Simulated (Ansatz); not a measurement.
**CF2GaNO: basis-set convergence**

How large a basis does CF2GaNO need? Two functionals are run in growing sets.

Program: Ansatz 0.2.0, Gaussian basis. Level of theory: one geometry, several basis sets. These are calculated values, not measurements.

Levels to be run: PBE0-D4/def2-SVP; ωB97M-V/def2-SVP; PBE0-D4/def2-QZVPP; ωB97M-V/def2-QZVPP; the functionals' def2-TZVPP values are taken from earlier runs.

**1. The relaxed structure**

The geometry comes from an earlier relaxation with PBE0-D4 in a triple-zeta def2 set; it is a stationary point.

6 atoms, charge 0, spin multiplicity 1.

Atoms are counted from 1 here; the program's logs count them from 0.

Bond lengths: O1–C2 1.160 Å, C2–N3 1.206 Å, N3–Ga4 1.797 Å, Ga4–F5 1.730 Å, Ga4–F6 1.725 Å. Angles: O1–C2–N3 175.9°, C2–N3–Ga4 140.3°, N3–Ga4–F5 122.6°, N3–Ga4–F6 120.2°, F5–Ga4–F6 117.2°.

**2. PBE0-D4 in def2-SVP**

File in.yaml:

```yaml
crystal:
  periodic: [false, false, false]
  atoms:
    - {symbol: O, position_ang: [2.042327, -1.865670, 0.595606]}
    - {symbol: C, position_ang: [1.075787, -1.226696, 0.539527]}
    - {symbol: N, position_ang: [0.039389, -0.610747, 0.545518]}
    - {symbol: Ga, position_ang: [-0.761756, 0.757714, -0.299964]}
    - {symbol: F, position_ang: [0.001075, 1.638780, -1.578866]}
    - {symbol: F, position_ang: [-2.354722, 1.242617, 0.152081]}
basis:
  gaussian: {orbitals: def2-SVP}
hamiltonian: {xc: pbe0, dispersion: d4}
output: {orbitals: {seedname: orbitals}}
```

Further steps of the session: ωB97M-V in def2-SVP; PBE0-D4 in def2-QZVPP; ωB97M-V in def2-QZVPP.

**Question.** What will the summary of the whole plan be? Wanted: PBE0-D4: double and triple zeta above quadruple; ωB97M-V: double and triple zeta above quadruple.

The runs gave:

| quantity | value |
| --- | --- |
| PBE0-D4: double and triple zeta above quadruple | 20.64, 1.76 eV |
| ωB97M-V: double and triple zeta above quadruple | 20.77, 1.67 eV |

What this shows: PBE0-D4 gains 18.88 eV from double to triple zeta, then 1.76 eV more. Total energies overstate the basis error of differences, where much of it tends to cancel.
